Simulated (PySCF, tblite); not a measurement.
# C₅H₁₀O₂SSi₂: geometry, infrared bands, NMR shifts and electronic excitations

Aim: predict the infrared bands, NMR shifts and electronic excitations of C₅H₁₀O₂SSi₂ (`CS[Si@@H](O[SiH3])c1ccco1`).

Programs: tblite 0.8.0 and PySCF 2.14.0, with density-fitted response routines of our own. Each step states its level of theory. These are calculated values for one molecule in the gas phase, unless marked as measured. Atoms are numbered from 0 throughout.

### 1 Starting geometry

20 atoms, charge 0, multiplicity 1; geometry from: force field or distance geometry start.

Bonds of the start (Å): C0–S1 1.82, S1–Si2 2.12, Si2–O3 1.71, O3–Si4 1.71, Si2–C5 1.84, C5–C6 1.39, C6–C7 1.41, C7–C8 1.37, C8–O9 1.31, O9–C5 1.33, C0–H10 1.11, C0–H11 1.10, C0–H12 1.13, Si2–H13 1.49, Si4–H14 1.44, Si4–H15 1.48, Si4–H16 1.48, C6–H17 1.10, C7–H18 1.07, C8–H19 1.10.

### 2 Geometry optimisation with GFN2-xTB

The job: settings as JSON, then the geometry in Å.

```
{"job": {"kind": "relax", "xc": "GFN2-xTB", "basis": "xTB"}, "charge": 0, "multiplicity": 1}
C     -3.060700    -1.716600     0.044300
S     -1.749800    -0.791300     0.893600
Si    -0.521600     0.183600    -0.540300
O     -0.847600     1.846500    -0.733800
Si    -1.114900     2.683400     0.733200
C      1.267100    -0.158500    -0.259700
C      1.997600    -1.177600    -0.857700
C      3.308100    -1.070200    -0.355800
C      3.290100    -0.005700     0.499600
O      2.091400     0.508600     0.543000
H     -3.051100    -1.418700    -1.024200
H     -2.959300    -2.809800     0.154200
H     -4.052800    -1.353400     0.458200
H     -0.826300    -0.441600    -1.858500
H     -1.101900     1.854000     1.915900
H     -0.144800     3.793900     0.839200
H     -2.447500     3.328400     0.625800
H      1.632100    -1.931500    -1.568000
H      4.144700    -1.699600    -0.595700
H      4.141900     0.386800     1.083600
```

Command:

```console
OMP_NUM_THREADS=1 python probes_run.py task.json out
```

This one command runs all jobs of the session in turn.

**Question.** This job is followed by: GFN2-xTB harmonic vibrations, gas phase; PBE0-D3(BJ)/def2-SVP geometry optimisation, gas phase; GIAO PBE0/pcSseg-1 NMR shielding, non-relativistic, gas phase; TDDFT wB97X-D/def2-SVPD, vertical, gas phase, core orbitals frozen in the response; GIAO mPW1PW91/pcSseg-1 NMR shielding, non-relativistic, gas phase. Predict these results of the whole session: strongest single infrared mode (GFN2-xTB); zero-point energy (GFN2-xTB); point group; rotational constants (main isotopes); 13C shifts against TMS (PBE0/pcSseg-1); 1H shifts against TMS (PBE0/pcSseg-1, means over atoms taken as alike); 33S shifts against CS2 (PBE0/pcSseg-1); 29Si shifts against TMS (PBE0/pcSseg-1); 17O shifts against H2O (PBE0/pcSseg-1); lowest singlet (wB97X-D/def2-SVPD); lowest triplet; vertical ionisation energy (ΔSCF); range of the shift of O3.

**Answer**, as computed:

| quantity | value |
| --- | --- |
| strongest single infrared mode (GFN2-xTB) | 1084 cm⁻¹, 535 km/mol |
| zero-point energy (GFN2-xTB) | 84.4 kcal/mol |
| point group | C1 |
| rotational constants (main isotopes) | 1.04, 0.66, 0.44 GHz |
| 13C shifts against TMS (PBE0/pcSseg-1) | 154.3, 152.9, 131.0, 116.4, 13.4 ppm |
| 1H shifts against TMS (PBE0/pcSseg-1, means over atoms taken as alike) | 7.71, 7.17, 6.60, 5.77, 4.96, 2.13 ppm |
| 33S shifts against CS2 (PBE0/pcSseg-1) | -132 ppm |
| 29Si shifts against TMS (PBE0/pcSseg-1) | -10.0, -36.5 ppm |
| 17O shifts against H2O (PBE0/pcSseg-1) | 319.2, 35.5 ppm |
| lowest singlet (wB97X-D/def2-SVPD) | 5.81 eV (214 nm), f = 0.353 |
| lowest triplet | 3.90 eV |
| vertical ionisation energy (ΔSCF) | 8.75 eV |
| range of the shift of O3 | 34.6 to 35.5 ppm |

What this shows: Relaxing lowered the energy by 0.961 eV in 272 steps; the close pair that moved most is Si2–O3, from 1.706 to 1.615 Å (GFN2-xTB). All 54 modes are real, so the xTB geometry is a minimum. The strongest single mode, at 1084 cm⁻¹, moves mainly O3. GFN2-xTB is a fitted tight-binding method: band positions and strengths are rough. Its intensities can rank the bands wrongly. The optimisation took 17 steps and gained 0.261 eV; among the close pairs (by a distance rule), Si2–O3 changed most, from 1.615 to 1.655 Å (PBE0/def2-SVP). At PBE0/pcSseg-1: The widest tensor belongs to O9: span 383 ppm, with a paramagnetic part of -384 ppm. NICS(1)zz of -27 ppm above the planar ring from C5 marks a diatropic (aromatic) ring current. The lowest singlet, at 5.81 eV, is HOMO→LUMO 0.92 and is bright. The lowest triplet lies 1.90 eV below the lowest singlet (triplets in Tamm-Dancoff, singlets in full TDDFT). ΔSCF puts the ionisation energy at 8.75 eV, 0.05 eV above −ε(HOMO). Across the 2 runs the shift of O3 moves most, between 34.6 (mPW1PW91/pcSseg-1) and 35.5 ppm (PBE0/pcSseg-1).
